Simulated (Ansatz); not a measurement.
# GeH₃ radical: basis-set convergence

How large a basis does GeH₃ radical need? Two functionals are run in growing sets.

The runs use Ansatz 0.2.0, Gaussian basis; one geometry, several basis sets.

Plan: PBE0-D4/def2-SVP; ωB97M-V/def2-SVP; PBE0-D4/def2-QZVPP; ωB97M-V/def2-QZVPP; the functionals' def2-TZVPP values are taken from earlier runs.

### Step 1. Structure used throughout

An earlier PBE0-D4 in a triple-zeta def2 set relaxation fixed the geometry.

SMILES `[GeH3]`, 4 atoms, charge 0, spin multiplicity 2.

Atoms are counted from 1 here; the program's logs count them from 0.

Bond lengths: Ge1–H2 1.539 Å, Ge1–H3 1.539 Å, Ge1–H4 1.539 Å. Angles: H2–Ge1–H3 111.1°, H2–Ge1–H4 111.1°, H3–Ge1–H4 111.1°.

Geometry (Å):

```xyz
4
charge 0, multiplicity 2
Ge    0.2146   -0.1259   -0.2494
H     1.0550    0.1096    1.0183
H    -0.8828   -1.1759   -0.0001
H    -0.3868    1.1922   -0.7688
```

### Step 2. PBE0-D4 in def2-SVP

in.yaml

```yaml
crystal:
  periodic: [false, false, false]
  atoms:
    - {symbol: Ge, position_ang: [0.214577, -0.125905, -0.249397]}
    - {symbol: H, position_ang: [1.055031, 0.109610, 1.018261]}
    - {symbol: H, position_ang: [-0.882773, -1.175870, -0.000057]}
    - {symbol: H, position_ang: [-0.386834, 1.192155, -0.768808]}
basis:
  gaussian: {orbitals: def2-SVP}
magnetization: {spin_polarized: true, initial_magnetization: 1}
hamiltonian: {xc: pbe0, dispersion: d4}
output: {orbitals: {seedname: orbitals}}
```

Further steps of the session: ωB97M-V in def2-SVP; PBE0-D4 in def2-QZVPP; ωB97M-V in def2-QZVPP.

Q: Predict the results of all the runs planned. Wanted: PBE0-D4: double and triple zeta above quadruple; ωB97M-V: double and triple zeta above quadruple.

The runs gave:

| quantity | value |
| --- | --- |
| PBE0-D4: double and triple zeta above quadruple | 8.40, 1.24 eV |
| ωB97M-V: double and triple zeta above quadruple | 8.39, 1.22 eV |

What this shows: For PBE0-D4 the step from double to triple zeta gains 7.16 eV and the next only 1.24 eV. These are total energies; as a rule much of such shifts cancels in differences, which this series doesn't test.
